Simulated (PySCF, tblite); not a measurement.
# C7H9NO: dynamics, then NMR shifts on frames, part 2 of 2

tblite 0.8.0 and PySCF 2.14.0. Atoms count from 0. Earlier steps stand in the parts before.

## 5. NMR shieldings: 625 fs, PBE0/pcSseg-1

What the job is given:

```
{"job": {"kind": "nmr", "xc": "PBE0", "basis": "pcSseg-1", "pop": false}, "charge": 0, "multiplicity": 1}
C      0.709300     0.836700     2.267200
C     -0.240000     1.233100     1.444600
C     -1.134300     0.191600     0.897900
C     -2.470400     0.246500     0.965000
C     -0.511600    -0.932700     0.235400
C      0.716600    -0.963300    -0.289500
C      1.190900    -2.158700    -1.062600
N      2.243900    -1.958500    -1.850900
O      0.685900    -3.279400    -1.029100
H      1.275700     1.570400     2.840700
H      0.870300    -0.184900     2.502000
H     -0.399100     2.256600     1.295300
H     -3.045500    -0.567300     0.498800
H     -3.015200     1.027800     1.403500
H     -1.052100    -1.844100     0.228800
H      1.396600    -0.091000    -0.329700
H      2.392600    -2.669500    -2.576700
H      2.624300    -1.055900    -2.048200
```

With the program's defaults for keys left out, this is: GIAO PBE0/pcSseg-1 NMR shielding, non-relativistic, gas phase.

The log of the run:

```text
coarse grid: 15336 points
cycle   1  E = -401.3352365734  dE =  1.512e+00  |g| = 8.866e-01  |ddm| = 3.954e+00
cycle   2  E = -400.7712983631  dE =  5.639e-01  |g| = 1.875e+00  |ddm| = 3.327e+00
cycle   3  E = -401.4875433701  dE = -7.162e-01  |g| = 2.493e-01  |ddm| = 2.669e+00
cycle   4  E = -401.5005374688  dE = -1.299e-02  |g| = 8.005e-02  |ddm| = 2.546e-01
cycle   5  E = -401.5016961760  dE = -1.159e-03  |g| = 2.668e-02  |ddm| = 6.281e-02
cycle   6  E = -401.5018547372  dE = -1.586e-04  |g| = 5.715e-03  |ddm| = 2.446e-02
cycle   7  E = -401.5018607242  dE = -5.987e-06  |g| = 2.818e-03  |ddm| = 6.526e-03
final grid: 149008 points
cycle   8  E = -401.5638270538  dE = -2.265e-05  |g| = 1.523e-02  |ddm| = 4.653e-02
cycle   9  E = -401.5637107611  dE =  1.163e-04  |g| = 2.867e-02  |ddm| = 3.823e-02
cycle  10  E = -401.5638746732  dE = -1.639e-04  |g| = 2.840e-03  |ddm| = 2.708e-02
cycle  11  E = -401.5638763602  dE = -1.687e-06  |g| = 5.466e-04  |ddm| = 2.830e-03
cycle  12  E = -401.5638764278  dE = -6.759e-08  |g| = 2.339e-04  |ddm| = 6.885e-04
cycle  13  E = -401.5638764417  dE = -1.389e-08  |g| = 4.379e-05  |ddm| = 2.439e-04
cycle  14  E = -401.5638764421  dE = -3.776e-10  |g| = 1.676e-05  |ddm| = 4.976e-05
converged SCF energy = -401.5638764421

GIAO shielding tensors (ppm)
atom      isotropic    diamagn.    paramagn.     s11        s22        s33       span
  0 C       50.902     254.160    -203.259    -70.043     57.621    165.126    235.169
  1 C       42.267     253.841    -211.574    -84.271     55.796    155.275    239.546
  2 C       33.572     259.702    -226.130    -77.096     30.595    147.216    224.313
  3 C       62.219     251.407    -189.188    -36.646     64.668    158.635    195.281
  4 C       32.823     255.370    -222.547    -78.190     27.338    149.322    227.512
  5 C       54.155     258.224    -204.070    -38.914     59.958    141.419    180.333
  6 C       16.093     242.157    -226.064    -74.889     24.260     98.908    173.797
  7 N      151.765     321.149    -169.384     71.159    147.507    236.631    165.472
  8 O      -63.922     401.232    -465.154   -326.922   -202.806    337.961    664.883
  9 H       25.812      28.697      -2.885     22.674     25.937     28.826      6.152
 10 H       26.037      32.033      -5.996     21.486     25.964     30.661      9.175
 11 H       25.056      32.785      -7.728     22.300     24.936     27.933      5.633
 12 H       25.818      30.593      -4.774     23.001     24.711     29.742      6.741
 13 H       26.593      31.020      -4.427     23.347     26.283     30.150      6.803
 14 H       24.268      34.577     -10.309     20.602     23.335     28.868      8.267
 15 H       25.371      35.711     -10.340     22.122     23.097     30.895      8.774
 16 H       26.603      27.328      -0.725     22.354     23.470     33.985     11.631
 17 H       27.293      33.905      -6.611     22.365     26.136     33.380     11.015
```

Run time: 47 s. Hardware: 1 thread of Arm Neoverse N1, shared host; peak memory 0.93 GiB.

In short: δ C6 170.8, C4 154.1, C2 153.4, C1 144.7, H14 7.45, H11 6.66 ppm.

## 6. Shielding tensors: 800 fs, PBE0/pcSseg-1

What the job is given:

```
{"job": {"kind": "nmr", "xc": "PBE0", "basis": "pcSseg-1", "pop": false}, "charge": 0, "multiplicity": 1}
C      0.773800     1.111600     1.896100
C     -0.323100     1.164000     1.206100
C     -1.192800     0.001000     0.827000
C     -2.521300     0.081700     0.929000
C     -0.386500    -1.149300     0.384100
C      0.720400    -0.982200    -0.294400
C      1.275700    -2.148100    -0.987100
N      2.413700    -2.003100    -1.666400
O      0.735000    -3.246000    -0.977800
H      1.444200     1.937500     1.902200
H      1.180900     0.181700     2.241600
H     -0.737800     2.151500     1.001700
H     -3.133400    -0.795500     0.750800
H     -2.989300     1.026700     1.184000
H     -0.732100    -2.182500     0.419900
H      1.104300    -0.044000    -0.546300
H      2.762600    -2.859400    -2.018900
H      2.907000    -1.144500    -1.537800
```

Method: GIAO PBE0/pcSseg-1 NMR shielding, non-relativistic, gas phase.

The log of the run:

```text
coarse grid: 15336 points
cycle   1  E = -401.3243144245  dE =  1.616e+00  |g| = 8.876e-01  |ddm| = 3.984e+00
cycle   2  E = -400.7995510208  dE =  5.248e-01  |g| = 1.824e+00  |ddm| = 3.307e+00
cycle   3  E = -401.4746120606  dE = -6.751e-01  |g| = 2.600e-01  |ddm| = 2.663e+00
cycle   4  E = -401.4887646584  dE = -1.415e-02  |g| = 7.744e-02  |ddm| = 2.716e-01
cycle   5  E = -401.4898295443  dE = -1.065e-03  |g| = 2.816e-02  |ddm| = 6.659e-02
cycle   6  E = -401.4900142115  dE = -1.847e-04  |g| = 6.237e-03  |ddm| = 2.804e-02
cycle   7  E = -401.4900216343  dE = -7.423e-06  |g| = 3.207e-03  |ddm| = 7.393e-03
cycle   8  E = -401.4900241846  dE = -2.550e-06  |g| = 6.091e-04  |ddm| = 3.243e-03
final grid: 149008 points
cycle   9  E = -401.5536257520  dE = -3.872e-05  |g| = 1.282e-02  |ddm| = 5.046e-02
cycle  10  E = -401.5535562849  dE =  6.947e-05  |g| = 2.307e-02  |ddm| = 3.104e-02
cycle  11  E = -401.5536584473  dE = -1.022e-04  |g| = 3.089e-03  |ddm| = 2.271e-02
cycle  12  E = -401.5536604994  dE = -2.052e-06  |g| = 2.922e-04  |ddm| = 3.062e-03
cycle  13  E = -401.5536605096  dE = -1.029e-08  |g| = 2.187e-04  |ddm| = 4.872e-04
cycle  14  E = -401.5536605215  dE = -1.182e-08  |g| = 3.848e-05  |ddm| = 2.246e-04
cycle  15  E = -401.5536605218  dE = -3.463e-10  |g| = 1.525e-05  |ddm| = 5.610e-05
converged SCF energy = -401.5536605218

GIAO shielding tensors (ppm)
atom      isotropic    diamagn.    paramagn.     s11        s22        s33       span
  0 C       61.865     258.946    -197.082    -50.967     68.058    168.503    219.470
  1 C       37.403     256.221    -218.818    -78.131     45.671    144.668    222.799
  2 C       31.851     259.489    -227.637    -76.281     28.556    143.280    219.561
  3 C       67.250     251.778    -184.528    -31.710     71.945    161.514    193.225
  4 C       30.132     254.360    -224.229    -83.299     20.351    153.344    236.643
  5 C       57.301     260.212    -202.912    -43.739     67.944    147.697    191.436
  6 C       16.460     242.113    -225.653    -72.902     18.914    103.366    176.268
  7 N      152.237     325.842    -173.605     58.114    148.756    249.840    191.726
  8 O      -59.765     402.047    -461.812   -321.381   -188.871    330.956    652.337
  9 H       26.374      30.567      -4.193     23.667     26.472     28.984      5.317
 10 H       26.487      33.045      -6.558     22.664     26.911     29.887      7.222
 11 H       24.896      33.008      -8.113     22.774     24.222     27.690      4.916
 12 H       25.953      30.473      -4.520     23.030     25.081     29.748      6.718
 13 H       25.985      29.937      -3.952     23.232     25.101     29.622      6.390
 14 H       23.291      33.038      -9.747     19.915     22.528     27.431      7.516
 15 H       26.199      38.201     -12.002     21.447     24.764     32.386     10.939
 16 H       26.615      29.141      -2.527     22.851     23.478     33.515     10.664
 17 H       26.927      34.164      -7.237     22.187     26.316     32.279     10.092
```

Run time: 47 s. Hardware: 1 thread of Arm Neoverse N1, shared host; peak memory 1 GiB.

Key values: δ C6 170.5, C4 156.8, C2 155.1, C1 149.5, H14 8.43, H11 6.82 ppm.

## 7. Shielding tensors: 1000 fs, PBE0/pcSseg-1

What the job is given:

```
{"job": {"kind": "nmr", "xc": "PBE0", "basis": "pcSseg-1", "pop": false}, "charge": 0, "multiplicity": 1}
C      1.090900     0.979200     1.912900
C     -0.130100     1.233700     1.484900
C     -0.896300     0.222500     0.699300
C     -2.223800     0.255500     0.699600
C     -0.311300    -0.954000     0.151800
C      0.805400    -1.021000    -0.566900
C      1.166000    -2.375200    -1.086800
N      2.528900    -2.577100    -1.369500
O      0.369500    -3.295400    -1.138700
H      1.702200     1.636500     2.484300
H      1.656000     0.051100     1.720000
H     -0.635400     2.144400     1.812700
H     -2.900200    -0.377900     0.074400
H     -2.758100     1.127100     1.019700
H     -0.921900    -1.834300     0.173500
H      1.490200    -0.177900    -0.739000
H      2.797100    -3.470600    -1.750900
H      3.183600    -1.883100    -1.589400
```

Method: GIAO PBE0/pcSseg-1 NMR shielding, non-relativistic, gas phase.

The log of the run:

```text
coarse grid: 15336 points
cycle   1  E = -401.3371647948  dE =  1.437e+00  |g| = 8.733e-01  |ddm| = 3.946e+00
cycle   2  E = -400.8491070834  dE =  4.881e-01  |g| = 1.792e+00  |ddm| = 2.610e+00
cycle   3  E = -401.4829937207  dE = -6.339e-01  |g| = 2.466e-01  |ddm| = 2.033e+00
cycle   4  E = -401.4956428787  dE = -1.265e-02  |g| = 7.719e-02  |ddm| = 2.414e-01
cycle   5  E = -401.4966715001  dE = -1.029e-03  |g| = 2.979e-02  |ddm| = 6.814e-02
cycle   6  E = -401.4968832512  dE = -2.118e-04  |g| = 6.183e-03  |ddm| = 2.914e-02
cycle   7  E = -401.4968905761  dE = -7.325e-06  |g| = 3.410e-03  |ddm| = 7.645e-03
cycle   8  E = -401.4968934925  dE = -2.916e-06  |g| = 5.663e-04  |ddm| = 3.390e-03
final grid: 149008 points
cycle   9  E = -401.5591319989  dE = -2.903e-05  |g| = 1.228e-02  |ddm| = 3.892e-02
cycle  10  E = -401.5590623882  dE =  6.961e-05  |g| = 2.273e-02  |ddm| = 2.733e-02
cycle  11  E = -401.5591620871  dE = -9.970e-05  |g| = 2.841e-03  |ddm| = 1.958e-02
cycle  12  E = -401.5591638581  dE = -1.771e-06  |g| = 3.239e-04  |ddm| = 2.652e-03
cycle  13  E = -401.5591638712  dE = -1.317e-08  |g| = 2.395e-04  |ddm| = 5.458e-04
cycle  14  E = -401.5591638863  dE = -1.506e-08  |g| = 2.752e-05  |ddm| = 2.189e-04
cycle  15  E = -401.5591638864  dE = -1.490e-10  |g| = 1.481e-05  |ddm| = 4.701e-05
converged SCF energy = -401.5591638864

GIAO shielding tensors (ppm)
atom      isotropic    diamagn.    paramagn.     s11        s22        s33       span
  0 C       60.112     256.193    -196.081    -45.054     54.127    171.261    216.315
  1 C       45.344     252.135    -206.791    -68.339     58.787    145.584    213.924
  2 C       36.982     254.724    -217.742    -75.190     33.183    152.953    228.143
  3 C       58.076     253.072    -194.996    -32.531     54.388    152.369    184.900
  4 C       36.565     258.121    -221.555    -80.233     37.872    152.057    232.291
  5 C       55.185     257.244    -202.059    -44.949     67.053    143.450    188.399
  6 C       14.617     246.302    -231.685    -77.765     31.251     90.366    168.131
  7 N      154.310     316.643    -162.333     61.700    156.932    244.298    182.598
  8 O      -83.437     401.500    -484.937   -376.398   -211.760    337.847    714.245
  9 H       26.356      29.236      -2.880     24.666     26.074     28.329      3.664
 10 H       25.390      32.813      -7.423     22.555     24.772     28.844      6.289
 11 H       24.685      30.576      -5.891     23.073     23.570     27.414      4.341
 12 H       25.439      30.397      -4.958     23.353     24.273     28.692      5.338
 13 H       26.603      31.004      -4.401     24.128     25.778     29.901      5.773
 14 H       23.862      34.507     -10.645     20.696     21.878     29.012      8.316
 15 H       25.345      35.421     -10.076     21.595     24.357     30.082      8.486
 16 H       27.549      26.555       0.994     23.018     23.968     35.662     12.645
 17 H       27.748      33.365      -5.617     23.477     25.769     33.997     10.520
```

Run time: 46 s. Hardware: 1 thread of Arm Neoverse N1, shared host; peak memory 0.93 GiB.

This run: δ C6 172.3, C4 150.4, C2 149.9, C1 141.6, H14 7.86, H11 7.03 ppm.

## 8. Comparing the runs: NMR shifts

Shifts (ppm) of some atoms, chosen among heavy atoms and hydrogens apart, with basis size and wall time:

```csv
frame,C4,C3,C0,C5,H9,H15,O8,functions,time
250 fs,146.8,138.1,133.4,128.8,6.78,6.19,376.5,198,48 s
425 fs,157.9,120.3,127.1,145.2,5.39,7.38,416.1,198,47 s
625 fs,154.1,124.7,136.0,132.8,5.90,6.35,400.0,198,47 s
800 fs,156.8,119.7,125.1,129.6,5.34,5.52,395.8,198,47 s
1000 fs,150.4,128.8,126.8,131.7,5.36,6.37,419.5,198,46 s
```

## 9. Outcome

What follows sums up all 2 parts.

| quantity | value |
| --- | --- |
| thermostat | 300 K |
| mean temperature, second half | 255 K |
| mean potential energy above the minimum | 0.58 eV |
| 13C shifts against TMS (PBE0/pcSseg-1, 250 fs) | 168.9, 151.8, 149.9, 146.8, 138.1, 133.4, 128.8 ppm |
| 1H shifts against TMS (PBE0/pcSseg-1, 250 fs) | 8.05, 6.78, 6.71, 6.59, 6.47, 6.23, 6.19, 5.20, 4.16 ppm |
| 15N shifts against NH3 (PBE0/pcSseg-1, 250 fs) | 122.4 ppm |
| 17O shifts against H2O (PBE0/pcSseg-1, 250 fs) | 376.5 ppm |
| range of the shift of O8 | 376.5 to 419.5 ppm |

What this shows: In the second half the potential energy averages 0.58 eV above the minimum; equipartition over 48 harmonic modes at 300 K would give 0.62 eV. With 18 atoms the temperature swings widely (157 to 338 K). Shifts at one fixed geometry are not the observed spectrum, which averages over the motion. In the first frame run (250 fs): The largest span, 658 ppm, is at O8, where the paramagnetic term is -442 ppm. In ppm, O8 moves most: its shift spreads over 43.0 ppm, from 376.5 (250 fs) to 419.5 (1000 fs).
